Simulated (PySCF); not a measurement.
# H2Se (hydrogen selenide): the cost of one run

Computed with PySCF 2.14.0 and routines of our own; the level stands in each step. Atoms count from 0.

## (1) The starting structure

3 atoms, charge 0, multiplicity 1; geometry from: GFN2-xTB.

## (2) Relaxing the molecule at PBE0-D3(BJ)/def2-SVP

Job settings and geometry (Å):

```
{"job": {"xc": "PBE0", "basis": "def2-SVP", "d3": "d3bj", "grid": 1, "maxiter": 30, "shake": 0.01, "kind": "geom"}, "charge": 0, "multiplicity": 1}
Se     0.024750     0.643160     0.001820
H     -1.030580    -0.339000    -0.012530
H      1.011840    -0.339100    -0.008470
```

Launch:

```sh
OMP_NUM_THREADS=1 python heavy_run.py task.json out
```

This one command runs all jobs of the session in turn.

**Question.** How long does this first job take on 1 thread of Arm Neoverse V1, shared host, and how much memory does it need?

About 2.4 s, with a peak of 0.25 GiB.
